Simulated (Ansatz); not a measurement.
# TeSO: single points off equilibrium

An exercise on one series of results from a longer session: the logs are not shown, and one member is left open.

Method: single points in def2-TZVPP; program: Ansatz 0.2.0, Gaussian basis.

Cores are frozen in the correlated methods. Filled d shells of the heavier atoms are correlated. Core potentials replace the inner electrons past krypton, and spin-orbit coupling is left out.

### Where the work starts

3 atoms, charge 0, spin multiplicity 1.

Atoms are counted from 1 here; the program's logs count them from 0.

Bond lengths: O1–S2 1.498 Å, O1–Te3 2.201 Å, S2–Te3 2.320 Å. Angles: S2–O1–Te3 75.0°, O1–S2–Te3 66.4°, O1–Te3–S2 38.6°.

Geometry (Å):

```xyz
3

O    -0.2443    0.9956    0.0957
S     0.8963    0.1377    0.5508
Te   -0.8435   -1.0620   -0.4064
```

Set-up of the first run:

Contents of run/in.yaml:

```yaml
crystal:
  periodic: [false, false, false]
  atoms:
    - {symbol: O, position_ang: [-0.244300, 0.995600, 0.095700]}
    - {symbol: S, position_ang: [0.896300, 0.137700, 0.550800]}
    - {symbol: Te, position_ang: [-0.843500, -1.062000, -0.406400]}
basis:
  gaussian: {orbitals: def2-TZVPP}
correlation: {method: ccsd_t}
output: {forces: true}
```

No record of the launch command was kept for these runs.

Steps of the session up to this table: CCSD(T)/def2-TZVPP; PBE0-D4/def2-TZVPP; wB97M-V/def2-TZVPP; r2SCAN-D4/def2-TZVPP; PBE-D4/def2-TZVPP; wB97X-V/def2-TZVPP; revPBE-D4/def2-TZVPP.

One of the session's tables, all rows but one given; the rest of the session is left out.

| method | RMS force component (eV/Å) | angle to CCSD(T) forces (°) | dipole (D) |
| --- | --- | --- | --- |
| CCSD(T) | 3.236 | reference | 2.18 |
| PBE0-D4 | 2.917 | 4.6 | 2.32 |
| wB97M-V | 2.898 | 4.5 | 2.35 |
| r2SCAN-D4 | 3.113 | 2.2 | 2.22 |
| PBE-D4 | 3.333 | 1.3 | 2.21 |
| wB97X-V | 2.929 | 6.2 | 2.42 |
| revPBE-D4 | ? | ? | ? |

**Question.** Estimate the row for revPBE-D4.

As computed: RMS force component (eV/Å): 3.444; angle to CCSD(T) forces (°): 2.4; dipole (D): 2.18. In the column «RMS force component (eV/Å)» it is the highest.
